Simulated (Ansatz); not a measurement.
**Rh: one crystal by all-electron and frozen-core methods**

The same cell of Rh is computed with full-potential LAPW, frozen-core PAW and all-electron PAW on datasets made for the crystal, to set the results side by side.

Method: DFT LDA, scalar-relativistic, in Ansatz 0.2.0.

### 1 The system as given

It takes space group Fm-3m (No. 225, cubic). Conventional cell: a = 3.803 Å, b = 3.803 Å, c = 3.803 Å, α = 90.00°, β = 90.00°, γ = 90.00°. Around Rh (site symmetry m-3m) lie 12 Rh at 2.69 Å.

Coordinates:

```
CELL_PARAMETERS angstrom
0.00000 1.90155 1.90155
1.90155 0.00000 1.90155
1.90155 1.90155 0.00000
ATOMIC_POSITIONS crystal
Rh 0.00000 0.00000 0.00000
```

The cell comes from a crystallographic database entry that wasn't checked; take it as a given geometry, which may be far from equilibrium.

### 2 Full-potential LAPW

The input, input.yaml:

```yaml
crystal:
  lattice:
    - [0.0, 1.90155, 1.90155]
    - [1.90155, 0.0, 1.90155]
    - [1.90155, 1.90155, 0.0]
  atoms:
    - { symbol: Rh, position: [0.0, 0.0, 0.0] }
kpoints:
  mp_grid: { grid: [16, 16, 16] }
  band_path:
    path:
      - [0.0, 0.0, 0.0]
      - [0.5, 0.0, 0.5]
      - [0.625, 0.25, 0.625]
      - [0.375, 0.375, 0.75]
      - [0.0, 0.0, 0.0]
      - [0.5, 0.5, 0.5]
      - [0.5, 0.25, 0.75]
      - [0.5, 0.0, 0.5]
    npoints: 14
scf:
  occupations: { method: fermi_dirac, width: 0.03 }
hamiltonian:
  xc: lda
  pseudopotentials: { kind: all_electron, lapw: { basis_error: 0.00025 } }
output:
  forces: true
  stress: true
  eigenvalues: true
  populations: true
  dos: { projected: true, de: 0.2, e_range: [-14, 8] }
```

Launch:

```console
$ ansatz run input.yaml --threads 1 --pin off --max-ram 3072MiB --backend cpu --events-out ev --progress --plain --runs-dir out
```

### 3 Frozen-core PAW

Edit input.yaml of step 2 so:

```diff
@@ -24,3 +24,3 @@
   xc: lda
-  pseudopotentials: { kind: all_electron, lapw: { basis_error: 0.00025 } }
+  pseudopotentials: { kind: paw }
 output:
@@ -29,3 +29,9 @@
   eigenvalues: true
+  efg: { contact_densities: true }
   populations: true
+  bader: true
   dos: { projected: true, de: 0.2, e_range: [-14, 8] }
+  write_density: true
+  write_potential: true
+  elf: true
+  volumetric_format: npy
```

### 4 All-electron PAW on datasets made for the crystal

Edit input.yaml of step 3 so:

```diff
@@ -19,3 +19,3 @@
       - [0.5, 0.0, 0.5]
-    npoints: 14
+    npoints: 8
 scf:
@@ -24,3 +24,3 @@
   xc: lda
-  pseudopotentials: { kind: paw }
+  pseudopotentials: { kind: all_electron, datasets: crystal }
 output:
@@ -30,8 +30 @@
   efg: { contact_densities: true }
-  populations: true
-  bader: true
-  dos: { projected: true, de: 0.2, e_range: [-14, 8] }
-  write_density: true
-  write_potential: true
-  elf: true
-  volumetric_format: npy
```

(Steps that only read results are left out.)

Before running it: what results should come out? Wanted: pressure; gap.

**Answer**, as computed:

| quantity | value |
| --- | --- |
| pressure | LAPW -11.20, PAW -11.22, crystal datasets -11.20 GPa |
| gap (LAPW) | none |

**Reading.** The pressure of -11.2 GPa pushes the cell to shrink, with the atoms held in place. With 27 electrons in the bands of a cell, and no spin, a band must be partly filled: it is a metal at this level. Rh 4d carries the largest share, 97 %, of the projected states within 0.3 eV of the Fermi level. The projection holds only the free atom's occupied shells (Rh 5s, Rh 4d in this range). PAW lies -0.03 GPa from LAPW in pressure. LAPW took about 2.4 times as long as PAW (14 s against 5.8 s, on a shared host and with the outputs that each input asks for).
